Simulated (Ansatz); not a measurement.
**GeH₄OS (SMILES [OH][GeH2][SH]): single points off equilibrium**

The atoms stand at a structure displaced at random from a GFN2-xTB minimum. How far do the functionals agree with CCSD(T) there?

Method: single points in def2-TZVPP; program: Ansatz 0.2.0, Gaussian basis.

Correlated methods freeze the cores. Filled d shells of the heavier atoms are correlated.

### 1 Starting geometry

SMILES `[OH][GeH2][SH]`, 7 atoms, charge 0, spin multiplicity 1.

Atoms are counted from 1 here; the program's logs count them from 0.

Bond lengths: O1–Ge2 1.891 Å, O1–H4 1.015 Å, Ge2–S3 2.093 Å, Ge2–H5 1.443 Å, Ge2–H6 1.675 Å, S3–H7 1.231 Å. Angles: Ge2–O1–H4 119.8°, O1–Ge2–S3 106.6°, O1–Ge2–H5 102.0°, O1–Ge2–H6 91.8°, S3–Ge2–H5 122.5°, S3–Ge2–H6 123.7°, H5–Ge2–H6 103.7°, Ge2–S3–H7 91.1°.

Coordinates:

```
O    -1.6259   -0.5298    0.0210
Ge    0.1075    0.2135   -0.1209
S     1.4251   -1.1729    0.7301
H    -2.4309    0.0011   -0.2972
H     0.1637    0.5802   -1.5151
H    -0.3763    1.6239    0.6412
H     2.3936   -0.4781    0.4227
```

### 2 CCSD(T)/def2-TZVPP

run/in.yaml reads:

```yaml
crystal:
  periodic: [false, false, false]
  atoms:
    - {symbol: O, position_ang: [-1.625900, -0.529800, 0.021000]}
    - {symbol: Ge, position_ang: [0.107500, 0.213500, -0.120900]}
    - {symbol: S, position_ang: [1.425100, -1.172900, 0.730100]}
    - {symbol: H, position_ang: [-2.430900, 0.001100, -0.297200]}
    - {symbol: H, position_ang: [0.163700, 0.580200, -1.515100]}
    - {symbol: H, position_ang: [-0.376300, 1.623900, 0.641200]}
    - {symbol: H, position_ang: [2.393600, -0.478100, 0.422700]}
basis:
  gaussian: {orbitals: def2-TZVPP}
correlation: {method: ccsd_t}
output: {forces: true}
```

No record of the launch command was kept for these runs.

### 3 PBE0-D4/def2-TZVPP

Edit run/in.yaml of step 2 so:

```diff
@@ -12,3 +12,3 @@
   gaussian: {orbitals: def2-TZVPP}
-correlation: {method: ccsd_t}
-output: {forces: true}
+hamiltonian: {xc: pbe0, dispersion: d4}
+output: {forces: true, orbitals: {seedname: orbitals}}
```

### 4 wB97M-V/def2-TZVPP

Edit run/in.yaml of step 3 so:

```diff
@@ -12,3 +12,3 @@
   gaussian: {orbitals: def2-TZVPP}
-hamiltonian: {xc: pbe0, dispersion: d4}
-output: {forces: true, orbitals: {seedname: orbitals}}
+hamiltonian: {xc: {name: wB97M-V}}
+output: {forces: true}
```

### 5 r2SCAN-D4/def2-TZVPP

Edit run/in.yaml of step 4 so:

```diff
@@ -12,3 +12,3 @@
   gaussian: {orbitals: def2-TZVPP}
-hamiltonian: {xc: {name: wB97M-V}}
+hamiltonian: {xc: r2scan, dispersion: d4}
 output: {forces: true}
```

### 6 PBE-D4/def2-TZVPP

Edit run/in.yaml of step 5 so:

```diff
@@ -12,3 +12,3 @@
   gaussian: {orbitals: def2-TZVPP}
-hamiltonian: {xc: r2scan, dispersion: d4}
+hamiltonian: {xc: pbe, dispersion: d4}
 output: {forces: true}
```

### 7 B97M-V/def2-TZVPP

Edit run/in.yaml of step 6 so:

```diff
@@ -12,3 +12,3 @@
   gaussian: {orbitals: def2-TZVPP}
-hamiltonian: {xc: pbe, dispersion: d4}
+hamiltonian: {xc: {name: B97M-V}}
 output: {forces: true}
```

### 8 r2SCAN0-D4/def2-TZVPP

Edit run/in.yaml of step 7 so:

```diff
@@ -12,3 +12,3 @@
   gaussian: {orbitals: def2-TZVPP}
-hamiltonian: {xc: {name: B97M-V}}
+hamiltonian: {xc: {name: r2SCAN0}, dispersion: d4}
 output: {forces: true}
```

(Steps that only read results are left out.)

What does the calculation give? Wanted: energy less free atoms, CCSD(T)/def2-TZVPP; RMS force component; RMS force error; HOMO and LUMO, PBE0-D4; T1 diagnostic.

The runs gave:

```
                                  quantity                                                                                             value
energy less free atoms, CCSD(T)/def2-TZVPP                                                                                    -1935.8 kJ/mol
                       RMS force component                                                              2.000 to 2.053 eV/Å over the methods
                           RMS force error  PBE0-D4 0.102, wB97M-V 0.058, r2SCAN-D4 0.093, PBE-D4 0.257, B97M-V 0.100, r2SCAN0-D4 0.143 eV/Å
                    HOMO and LUMO, PBE0-D4                                                                                -7.58 and -0.75 eV
                             T1 diagnostic                                                                                             0.012
```

What this shows: Against CCSD(T) the functionals' energies less atoms differ by -67.0 to -1.7 kJ/mol, PBE-D4 by -55.2 kJ/mol. The reference is not at the basis limit: in triple zeta CCSD(T) underbinds, which counts against methods that bind more; the gaps are no ranking. For forces wB97M-V does best and PBE-D4 worst. Frozen-core CCSD(T) forces in triple zeta carry basis errors of their own, and this is one geometry, so small gaps rank nothing.
